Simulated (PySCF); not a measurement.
# C₄H₁₀BN₂P: electronic excitations

What electronic excitations should C₄H₁₀BN₂P (`C=N/C=C(\C)B(N)P`) show?

Programs: PySCF 2.14.0, with density-fitted response routines of our own. Each step states its level of theory. These are calculated values for one molecule in the gas phase, unless marked as measured. Atoms count from 0, in the outputs and in this text.

## Step 1: The starting structure

18 atoms, charge 0, multiplicity 1; geometry from: GFN2-xTB.

Bonds of the start (Å): C0–N1 1.26, N1–C2 1.37, C2–C3 1.35, C3–C4 1.50, C3–B5 1.56, B5–N6 1.38, B5–P7 1.92, C0–H8 1.10, C0–H9 1.08, C2–H10 1.10, C4–H11 1.09, C4–H12 1.09, C4–H13 1.09, N6–H14 1.01, N6–H15 1.01, P7–H16 1.39, P7–H17 1.38.

## Step 2: Ultraviolet spectrum: B3LYP/def2-SVPD

The job: settings as JSON, then the geometry in Å.

```
{"job": {"kind": "uv", "xc": "B3LYP", "basis": "def2-SVPD", "nstates": 8, "ntriplets": 3}, "charge": 0, "multiplicity": 1}
C      2.981636    -1.136811     1.245823
N      2.249719    -0.307779     0.638852
C      0.896374    -0.519320     0.541390
C      0.061730     0.367300    -0.032882
C      0.608137     1.647249    -0.596156
B     -1.473373     0.072880    -0.080576
N     -2.376733     1.085706    -0.353415
P     -2.132990    -1.682765     0.345523
H      2.609255    -2.047089     1.729487
H      4.042739    -0.944636     1.300286
H      0.489728    -1.448434     0.960353
H      1.693926     1.636215    -0.574020
H      0.265657     1.787329    -1.620684
H      0.254979     2.492219    -0.004552
H     -3.375360     0.956799    -0.365333
H     -2.104575     2.041451    -0.515974
H     -3.278655    -1.627383    -0.433176
H     -1.420956    -2.366614    -0.623262
```

Level: TDDFT B3LYP/def2-SVPD, vertical, gas phase, core orbitals frozen in the response.

Command:

```
OMP_NUM_THREADS=1 python probes_run.py task.json out
```

The driver reads the jobs from task.json and runs them one after another.

What will the session give for the following? lowest singlet (B3LYP/def2-SVPD); brightest single state of those computed; lowest triplet. Wanted: lowest singlet; brightest single state of those computed; lowest triplet.

**Answer**, as computed:

| quantity | value |
| --- | --- |
| lowest singlet (B3LYP/def2-SVPD) | 3.92 eV (316 nm), f = 0.015 |
| brightest single state of those computed | state 3, 4.94 eV, f = 0.534 |
| lowest triplet | 2.89 eV |

The first singlet state (HOMO−2→LUMO 0.47, HOMO→LUMO 0.34) lies at 3.92 eV and is weak; of the 8 states computed, the strongest absorption comes from state 3 at 4.94 eV. The lowest triplet lies 1.03 eV below the lowest singlet (triplets in Tamm-Dancoff, singlets in full TDDFT).
